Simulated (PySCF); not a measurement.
**The bond of SrF, level by level**

One table from this session's results is given with a row withheld; the runs are named, their logs left out.

Program: PySCF 2.14.0. Level of theory: Sr def2-SVP with ECP28, F def2-SVP, scalar-relativistic core potentials. These are calculated values, not measurements.

Set-up of the first run:

The job is set up so:

* atoms: Sr, F
* charge: 0
* basis: Sr def2-SVP with ECP28, F def2-SVP
* Hamiltonian: scalar-relativistic core potentials
* basis functions: 37
* electrons treated: 19
* masses in u: 87.9056, 18.9984
* levels: PBE0, PBE, r²SCAN, BP86, MN15, M06-2X, HF, MP2, SCS-MP2, CCSD, CCSD(T)
* grid: 80 radial by 434 angular points
* occupations: held fixed by the projection of orbital angular momentum
* dissociation limit: Sr + F, each in its ground configuration
* starting distance in angstrom: 2.325
* values of 2S to try: 1, 3

Launch:

```
OMP_NUM_THREADS=1 python dia.py task.json out
```

Among the steps run: The job; First curve: PBE0; Excited determinants; PBE (GGA); r²SCAN (meta-GGA); BP86 (GGA); MN15 (hybrid meta-GGA); M06-2X; UHF (mean field); MP2 and coupled cluster.

One of the session's tables, all rows but one given; the rest of the session is left out.

Energy (eV) from each level's lowest point:

| R (Å) | UHF | UHF-MP2 | UHF-SCS-MP2 | UHF-CCSD | UHF-CCSD(T) |
| --- | --- | --- | --- | --- | --- |
| 1.802 | 1.357 | 1.281 | 1.305 | n/a | n/a |
| 1.885 | 0.646 | 0.601 | 0.616 | 0.618 | 0.613 |
| 1.969 | 0.234 | 0.212 | 0.220 | 0.221 | 0.218 |
| 2.032 | ? | ? | ? | ? | ? |
| 2.095 | 0.000 | 0.000 | 0.000 | 0.000 | 0.000 |
| 2.158 | 0.000 | 0.008 | 0.005 | 0.005 | 0.006 |
| 2.242 | 0.081 | 0.098 | 0.091 | 0.092 | 0.093 |
| 2.346 | 0.271 | 0.297 | 0.287 | 0.288 | 0.290 |
| 2.472 | 0.578 | 0.615 | 0.601 | 0.603 | 0.604 |
| 2.640 | 1.051 | 1.102 | 1.085 | n/a | n/a |

Q: Estimate the row for R (Å) = 2.032 from the others.

Worked estimate for «UHF». A straight line through the neighbours (1.969, 0.234) and (2.095, 0.000) gives 0.234 + (0.000 − 0.234) × (2.032 − 1.969) / (2.095 − 1.969) = 0.117; a parabola fitted to 4 rows on both sides gives 0.066.

**Answer.** UHF: 0.071; UHF-MP2: 0.061; UHF-SCS-MP2: 0.065; UHF-CCSD: 0.065; UHF-CCSD(T): 0.064. In «UHF» the line misses by +0.046 and the parabola by -0.005.
